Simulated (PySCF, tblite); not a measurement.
# C₈H₆O− (doublet): geometry, infrared bands and EPR parameters

Aim: predict the infrared bands and EPR parameters of C₈H₆O− (doublet) (`C#C/C([CH][O-])=C/C#CC`).

Computed with tblite 0.8.0 and PySCF 2.14.0, with density-fitted response routines of our own, on a single molecule in the gas phase. Atoms count from 0, in the outputs and in this text.

### 1 The starting structure

15 atoms, charge -1, multiplicity 2; geometry from: force field or distance geometry start.

Bonds of the start (Å): C0–C1 1.21, C1–C2 1.43, C2–C3 1.46, C3–O4 1.26, C2–C5 1.36, C5–C6 1.42, C6–C7 1.20, C7–C8 1.46, C0–H9 1.05, C3–H10 1.09, C5–H11 1.08, C8–H12 1.10, C8–H13 1.09, C8–H14 1.10.

### 2 Geometry optimisation with GFN2-xTB

What the job is given:

```
{"job": {"kind": "relax", "xc": "GFN2-xTB", "basis": "xTB"}, "charge": -1, "multiplicity": 2}
C      3.914300     1.036700     0.151800
C      2.798800     0.576800     0.038100
C      1.492400     0.010800    -0.073400
C      1.280900    -1.319900    -0.632200
O      2.273400    -2.004700    -0.982600
C      0.460200     0.797700     0.334600
C     -0.915000     0.454000     0.302300
C     -2.074900     0.166200     0.285600
C     -3.484300    -0.225200     0.238400
H      4.892600     1.412800     0.232000
H      0.267700    -1.713600    -0.702800
H      0.688700     1.780200     0.733800
H     -4.067200     0.471000    -0.377700
H     -3.602200    -1.229100    -0.178600
H     -3.930100    -0.205700     1.242100
```

Launch:

```
$ OMP_NUM_THREADS=1 python probes_run.py task.json out
```

This one command runs all jobs of the session in turn.

**Question.** This job is followed by: GFN2-xTB harmonic vibrations, gas phase; UKS B3LYP, pcH-1 on C H O, non-relativistic, mean-field spin-orbit, GIAO. Predict these results of the whole session: strongest single infrared mode (GFN2-xTB); zero-point energy (GFN2-xTB); g(iso) (B3LYP); ⟨S²⟩; largest a(iso) (averaged by class).

As calculated:

```
                                 quantity                  value
strongest single infrared mode (GFN2-xTB)  1618 cm⁻¹, 682 km/mol
             zero-point energy (GFN2-xTB)          64.0 kcal/mol
                           g(iso) (B3LYP)                2.00335
                                     ⟨S²⟩     0.760 (exact 0.75)
       largest a(iso) (averaged by class)   13C on C6, -38.7 MHz
```

What this shows: Relaxing lowered the energy by 0.261 eV in 28 steps; the close pair that moved most is C2–C5, from 1.361 to 1.414 Å. All 39 modes are real, so the xTB geometry is a minimum. The strongest single mode, at 1618 cm⁻¹, moves mainly C3. GFN2-xTB is a fitted tight-binding method: band positions and strengths are rough. Its intensities can rank the bands wrongly. C5 carries the largest spin population, 0.46 e. The isotropic g lies 1.0 ppt above the free-electron value. The records flag this anion as possibly unbound in the gas phase, so the basis may hold the extra electron. The conformer search found further structures of the same energy, which may be mirror or relabelled copies of this one.
